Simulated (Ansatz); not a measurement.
# GeH₄ (singlet): wave-function methods side by side at distance Ge1–H2 = 2.149 Å, cc-pVTZ

One table from this session's results is given with a row withheld; the runs are named, their logs left out.

Program: Ansatz 0.2.0, Gaussian basis. Level of theory: cc-pVTZ, core rule «outside noble gas», up to 14 orbitals frozen. These are calculated values, not measurements.

Plan: UHF; CCSD(T) on RHF; BCCD(T) on RHF; CCSDT(Q) on RHF; CASSCF and MRCISD+Q, 2 electrons in 2 orbitals; CASSCF and NEVPT2, 2 electrons in 2 orbitals; CASSCF and MRCISD+Q, 8 electrons in 8 orbitals; CASSCF and NEVPT2, 8 electrons in 8 orbitals.

## What is computed

The geometry derives from a PBE0/def2-TZVP stationary point (not a proven minimum). One bond is set to the value named and the two fragments are kept rigid. No spin-orbit coupling is included. The filled d shell of Ge may be among the frozen orbitals whatever the setting's name suggests.

5 atoms, charge 0, spin multiplicity 1.

Atoms are counted from 1 here; the program's logs count them from 0.

Bond lengths: Ge1–H3 1.534 Å, Ge1–H4 1.534 Å, Ge1–H5 1.534 Å. Angles: H3–Ge1–H4 109.5°, H3–Ge1–H5 109.5°, H4–Ge1–H5 109.5°.

Coordinates:

| atom | x (Å) | y (Å) | z (Å) |
| --- | --- | --- | --- |
| Ge1 | -0.00466 | -0.00467 | -0.00467 |
| H2 | 1.23392 | 1.23793 | 1.23632 |
| H3 | -0.89254 | -0.88869 | 0.88099 |
| H4 | -0.88848 | 0.87984 | -0.89389 |
| H5 | 0.88273 | -0.89236 | -0.88715 |

The first run:

The input, in.yaml:

```yaml
crystal:
  periodic: [false, false, false]
  atoms:
    - {symbol: Ge, position_ang: [-0.004657, -0.004672, -0.004666]}
    - {symbol: H, position_ang: [1.233922, 1.237932, 1.236325]}
    - {symbol: H, position_ang: [-0.892543, -0.888693, 0.880995]}
    - {symbol: H, position_ang: [-0.888482, 0.879841, -0.893890]}
    - {symbol: H, position_ang: [0.882729, -0.892364, -0.887150]}
basis:
  gaussian: {orbitals: cc-pVTZ}
magnetization: {spin_polarized: true, initial_magnetization: 0}
hamiltonian: {xc: hf}
output: {orbitals: {seedname: orbitals}}
```

The run is started by

```bash
ansatz run in.yaml --threads 1 --pin off --events-out ev --progress --plain --max-ram 2816MiB --backend cpu
```

Steps of the session up to this table: UHF; CCSD(T) on RHF; BCCD(T) on RHF; CCSDT(Q) on RHF; CASSCF and MRCISD+Q, 2 electrons in 2 orbitals; CASSCF and NEVPT2, 2 electrons in 2 orbitals; CASSCF and MRCISD+Q, 8 electrons in 8 orbitals; CASSCF and NEVPT2, 8 electrons in 8 orbitals.

One of the session's tables, all rows but one given; the rest of the session is left out.

```
          method  from RCCSDT(Q) (kJ/mol)
             RHF                   +470.3
            RMP2                   +100.9
           RCCSD                    +14.5
        RCCSD(T)                     +2.7
         BCCD(T)                     +2.6
          RCCSDT                     +0.4
       RCCSDT(Q)                        0
     CASSCF pair                   +396.6
     NEVPT2 pair                    +84.2
     MRCISD pair                    +28.0
   MRCISD+Q pair                     +0.2
  CASSCF valence                   +278.0
  NEVPT2 valence                    +81.0
  MRCISD valence                        ?
MRCISD+Q valence                     +1.5
```

Q: Estimate the row for MRCISD valence from the others.

As computed: from RCCSDT(Q) (kJ/mol): +14.9. In the column «from RCCSDT(Q) (kJ/mol)» it lies between RCCSD (+14.5) and MRCISD pair (+28.0).
